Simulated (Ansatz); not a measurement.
Task: band-curvature effective masses by finite differences of KTiO2F, space group P4/mmm, with Ansatz 0.2.0 through its Python package. Give the script and its output. Use (first run): PBEsol, PAW, cutoff 571 eV, 4×4×4 k-points, fixed occupations.

```yaml
crystal:
  lattice:
    - [3.87551, 0.00000, 0.00000]
    - [0.00000, 3.87551, 0.00000]
    - [0.00000, 0.00000, 4.18480]
  atoms:
    - { symbol: K, position: [0.00000, 0.00000, 0.00000] }
    - { symbol: Ti, position: [0.50000, 0.50000, 0.50000] }
    - { symbol: O, position: [0.50000, 0.00000, 0.50000] }
    - { symbol: O, position: [0.00000, 0.50000, 0.50000] }
    - { symbol: F, position: [0.50000, 0.50000, 0.00000] }
```

Script `run_mass.py`:
```python
"""Band curvature masses of KTiO2F."""

import warnings

import ansatz as az
import numpy as np

warnings.simplefilter("ignore", az.DeckWarning)

lattice = az.Lattice.of(
    [3.875514, 0.0, 0.0],
    [0.0, 3.875514, 0.0],
    [0.0, 0.0, 4.184804],
)
sites = [
    ("K", [0.0, 0.0, 0.0]),
    ("Ti", [0.5, 0.5, 0.5]),
    ("O", [0.5, 0.0, 0.5]),
    ("O", [0.0, 0.5, 0.5]),
    ("F", [0.5, 0.5, 0.0]),
]
system = az.Crystal(lattice=lattice)
for symbol, position in sites:
    system = system.atom(symbol, position)

calc = (
    system.calculation()
    .functional(az.Functional.PBESOL)
    .pseudopotentials("paw")
    .basis(21 * az.Ha)
    .kpoints(mesh=(4, 4, 4))
    .occupations("fixed")
)
# step 1: where the edges lie on the mesh
outcome = calc.band_table().run(threads=1, backend="cpu")
report = outcome.report
levels = np.array(report["eigenvalues_ev"])
filled = round(report["n_electrons"] / 2)
edges = {"top filled band": (filled - 1, levels[:, filled - 1].argmax()), "lowest empty band": (filled, levels[:, filled].argmin())}
gap = levels[:, filled].min() - levels[:, filled - 1].max()
print(f"gap on the mesh {gap:.3f} eV")
if gap <= 0.05:
    print("no gap: band-edge masses have no meaning here")
    edges = {}
reciprocal = 2 * np.pi * np.linalg.inv(outcome.lattice.cell_ang).T
step = 0.03  # 1/A

# m/m_e = (hbar^2/m_e) / (d2E/dk2), with hbar^2/m_e = 7.61996 eV A^2
# a slope that is not zero means that the extremum lies off this mesh point
pairs = [(0, 1), (0, 2), (1, 2)]
moves = [sign * axis for axis in np.eye(3) for sign in (-1, 1)]
moves += [s1 * np.eye(3)[i] + s2 * np.eye(3)[j] for i, j in pairs for s1 in (1, -1) for s2 in (1, -1)]
for name, (band, index) in edges.items():
    together = int(np.sum(np.abs(levels[index] - levels[index, band]) < 2e-3))
    print(name, "at k =", np.round(report["kpoints_frac"][index], 4), f"E = {levels[index, band]:.4f} eV, degeneracy {together}")
    centre = np.array(report["kpoints_frac"][index]) @ reciprocal
    points = [centre] + [centre + step * move for move in moves]
    table = calc.band_structure(points, intervals=1, cartesian=True).run(threads=1, backend="cpu").band_structure().channels[0].eigenvalues_ev
    if together > 1:
        level = np.flatnonzero(np.abs(levels[index] - levels[index, band]) < 2e-3)
        along = (table[1, level] + table[2, level] - 2 * table[0, level]) / step ** 2
        print("  degenerate level, no single mass tensor; masses of its branches along x:", np.round(7.61996 / along, 3), "m_e")
        continue
    e = table[:, band]
    hessian = np.diag((e[1:7:2] + e[2:7:2] - 2 * e[0]) / step ** 2)
    for (i, j), (pp, pm, mp, mm) in zip(pairs, e[7:].reshape(3, 4)):
        hessian[i, j] = hessian[j, i] = (pp - pm - mp + mm) / (4 * step ** 2)
    curvatures, axes = np.linalg.eigh(hessian)
    slope = (e[2:7:2] - e[1:7:2]) / (2 * step)
    print("  slope (eV A):", np.round(slope, 3) + 0.0, "" if np.abs(slope).max() < 0.05 else "- no extremum here, so these are local curvatures and no band-edge masses")
    for curvature, axis in zip(curvatures, axes.T):
        print(f"  principal mass {7.61996 / curvature:8.3f} m_e along", np.round(axis, 2) + 0.0)
```

```console
$ python run_mass.py
gap on the mesh 0.886 eV
top filled band at k = [-0.5 -0.5 -0.5] E = 7.7148 eV, degeneracy 1
  slope (eV A): [0. 0. 0.]
  principal mass   -0.985 m_e along [-0.96 -0.28  0.  ]
  principal mass   -0.985 m_e along [-0.28  0.96  0.  ]
  principal mass  -32.239 m_e along [0. 0. 1.]
lowest empty band at k = [0. 0. 0.] E = 8.6005 eV, degeneracy 2
  degenerate level, no single mass tensor; masses of its branches along x: [12.19   0.358] m_e
```

Notes:
- Total energies depend on the potentials; only differences at equal settings carry meaning. A total without «per atom» is that of the cell as typed.
- Spin is left out of this run.
- Semilocal gaps usually lie well under measured ones.
- The computed bands are complete only to about 3.5 eV above the Fermi level.
- This cell is a computed structure, which may not be the phase found in nature.
- Levels are Kohn-Sham eigenvalues on this mesh.
- The masses are finite-difference curvatures at extrema found on a coarse mesh, which needn't be the true band edges; a step that is long against the gap makes them too heavy. Negative values are curvatures of valence bands (the hole mass is their size). Spin-orbit coupling is left out, and light masses scale with the Kohn-Sham gap.
- Timing: 8.8 s on 1 thread of Arm Neoverse V2, on a shared host, peak memory 0.44 GiB.

(Lines on the test bed's own set-up are left out of the output.)
